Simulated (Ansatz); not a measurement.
PtSe:

```
CELL_PARAMETERS angstrom
0.00000 3.03745 3.03745
3.03745 0.00000 3.03745
3.03745 3.03745 0.00000
ATOMIC_POSITIONS crystal
Pt 0.00000 0.00000 0.00000
Se 0.25000 0.25000 0.25000
```

The cell comes from a database or a generator and needn't be the stable form of this composition.

- Program: Ansatz 0.2.0
- Task: relaxation of cell and atoms
- Functional: r2SCAN
- Dispersion: D3(BJ)
- Potentials or basis: Ansatz PAW
- Cutoff: 500 eV (not typed: the program's choice for these potentials)
- k mesh: 8 × 8 × 8
- Occupations: fermi-dirac, width 0.05 eV
- Spin: no spin polarisation

At the start: volume 28.02 Å³/atom.

How do energy, volume and symmetry change on relaxing?

It ends after 6 steps and the volume is 22.15 Å³/atom (-21.0 %); space group F-43m (No. 216, to 0.05 Å).

Step by step:
| step | energy change (eV) | largest force (eV/Å) | volume (Å³) |
| --- | --- | --- | --- |
| 1 | 0.0000 | 0.0000 | 56.05 |
| 2 | -0.5785 | 0.0000 | 48.13 |
| 3 | -0.6174 | 0.0000 | 41.71 |
| 4 | -0.6756 | 0.0000 | 44.81 |
| 5 | -0.6778 | 0.0000 | 44.30 |
| 6 | -0.6766 | 0.0000 | 44.30 |

Final structure:
```yaml
crystal:
  lattice:
    - [0.00000, 2.80843, 2.80843]
    - [2.80843, 0.00000, 2.80843]
    - [2.80843, 2.80843, 0.00000]
  atoms:
    - { symbol: Pt, position: [0.00000, 0.00000, 0.00000] }
    - { symbol: Se, position: [0.25000, 0.25000, 0.25000] }
```

Caveat: the volume moved by over 15 % at a fixed basis, so the end points are rough; the plane-wave basis is chosen anew once the cell has moved, so the energies of steps on either side of that aren't comparable; pairwise dispersion overbinds metals, which lowers pressure and volume; the PAW data sets come from PBE, with cores solved anew for the run's functional, which leaves a small shift of forces and pressure; the dispersion damping was fitted for another functional or another form of the correction.
